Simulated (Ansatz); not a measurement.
# ClFHSn: the cost of one run

Program: Ansatz 0.2.0. Level of theory: RKS wB97M-V/def2-SVP. These are calculated values, not measurements.

## Step 1: Starting geometry

4 atoms, charge 1, spin multiplicity 1.

Atoms are counted from 1 here; the program's logs count them from 0.

Bond lengths: F1–Sn2 1.912 Å, Sn2–Cl3 2.276 Å, Sn2–H4 1.712 Å. Angles: F1–Sn2–Cl3 111.8°, F1–Sn2–H4 118.0°, Cl3–Sn2–H4 130.2°.

Coordinates:

```csv
atom,x (Å),y (Å),z (Å)
F1,-1.8102,-0.0102,0.3936
Sn2,0.0349,0.1345,-0.0874
Cl3,1.2534,-1.6216,0.6953
H4,0.5219,1.4973,-1.0014
```

## Step 3: Plan of the scan

First coordinate, bond length F1–Sn2: 7 values from 1.658 to 2.356 Å. Second coordinate, bond length Sn2–H4: 7 values from 1.410 to 2.183 Å.

Nothing else is relaxed (all other coordinates rigid). Energies count from the relaxed molecule at the same level.

(The set-up runs are not shown.)

## Step 4: Point bond length F1–Sn2 = 2.123 Å, bond length Sn2–H4 = 1.668 Å

input.yaml

```yaml
crystal:
  periodic: [false, false, false]
  atoms:
    - { symbol: F, position_ang: [-1.780276, -0.009629, 0.386801] }
    - { symbol: Sn, position_ang: [0.267751, 0.153009, -0.148232] }
    - { symbol: Cl, position_ang: [1.462963, -1.580431, 0.625946] }
    - { symbol: H, position_ang: [0.736735, 1.483026, -1.038924] }
total_charge: 1
basis:
  gaussian: { orbitals: def2-SVP }
hamiltonian:
  xc: { name: wB97M-V }
output:
  forces: true
```

Run with:

```bash
ansatz run input.yaml --threads 1 --pin off --max-ram 2560MiB --backend cpu --events-out ev --progress --plain --runs-dir out
```

Q: Estimate wall time and peak memory on 1 thread of Intel Xeon at 2.50GHz (Skylake/Cascade Lake), shared host.

About 14 s, with a peak of 0.18 GiB.
